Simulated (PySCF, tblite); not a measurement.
# C2H10SSi2: geometry, infrared bands and NMR shifts

Aim: predict the infrared bands and NMR shifts of C2H10SSi2 (`C[SiH2][Si@H](C)S`).

Programs: tblite 0.8.0 and PySCF 2.14.0, with density-fitted response routines of our own. Each step states its level of theory. These are calculated values for one molecule in the gas phase, unless marked as measured. Atoms count from 0, in the outputs and in this text.

### 1 The starting structure

15 atoms, charge 0, multiplicity 1; geometry from: force field or distance geometry start.

Bonds of the start (Å): C0–Si1 1.84, Si1–Si2 2.21, Si2–C3 1.83, Si2–S4 2.16, C0–H5 1.13, C0–H6 1.10, C0–H7 1.12, Si1–H8 1.46, Si1–H9 1.48, Si2–H10 1.48, C3–H11 1.12, C3–H12 1.12, C3–H13 1.12, S4–H14 1.42.

### 2 Optimising the geometry with GFN2-xTB

Job settings and geometry (Å):

```
{"job": {"kind": "relax", "xc": "GFN2-xTB", "basis": "xTB"}, "charge": 0, "multiplicity": 1}
C     -2.173400    -0.819400     0.412200
Si    -1.119400     0.635300     0.004700
Si     0.894700     0.163200    -0.776500
C      1.952100    -0.862000     0.302000
S      1.894900     2.061100    -0.999100
H     -3.246500    -0.454100     0.447800
H     -2.173000    -1.618500    -0.343000
H     -1.976500    -1.185000     1.454100
H     -1.811400     1.431400    -1.011400
H     -0.937600     1.403200     1.259300
H      0.852400    -0.468400    -2.115700
H      2.135900    -1.879000    -0.139200
H      1.566400    -1.019500     1.340100
H      2.975600    -0.416800     0.412000
H      1.161300     3.036400    -0.269300
```

Launch:

```
$ OMP_NUM_THREADS=1 python probes_run.py task.json out
```

One launch serves the whole session: the jobs run in the order shown.

**Question.** This job is followed by: GFN2-xTB harmonic vibrations, gas phase; GIAO PBE0/pcSseg-1 NMR shielding, non-relativistic, gas phase. What will the session give for the following? strongest single infrared mode (GFN2-xTB); zero-point energy (GFN2-xTB); 13C shifts against TMS (PBE0/pcSseg-1); 1H shifts against TMS (PBE0/pcSseg-1, means over atoms taken as alike); 29Si shifts against TMS (PBE0/pcSseg-1); 33S shifts against CS2 (PBE0/pcSseg-1); surface potential, 1st and 99th percentile.

As calculated:

```
                                                              quantity                                    value
                             strongest single infrared mode (GFN2-xTB)                    2236 cm⁻¹, 300 km/mol
                                          zero-point energy (GFN2-xTB)                            67.0 kcal/mol
                                13C shifts against TMS (PBE0/pcSseg-1)                            3.1, -9.3 ppm
1H shifts against TMS (PBE0/pcSseg-1, means over atoms taken as alike)  4.83, 3.97, 3.86, 0.45, 0.11, -0.40 ppm
                               29Si shifts against TMS (PBE0/pcSseg-1)                         -25.4, -72.9 ppm
                                33S shifts against CS2 (PBE0/pcSseg-1)                                 -237 ppm
                                 surface potential, 1st and 99th percentile                       -1.04 V and 1.22 V
```

What this shows: Relaxing lowered the energy by 0.611 eV in 112 steps; the close pair that moved most is Si1–Si2, from 2.211 to 2.325 Å. No mode is imaginary among the 39: a minimum at this level. The strongest single mode, at 2236 cm⁻¹, moves mainly H10. Unscaled tight-binding wavenumbers are off by several per cent, some by more. Its intensities can rank the bands wrongly. At PBE0/pcSseg-1: The largest span, 187 ppm, is at S4, where the paramagnetic term is -317 ppm.
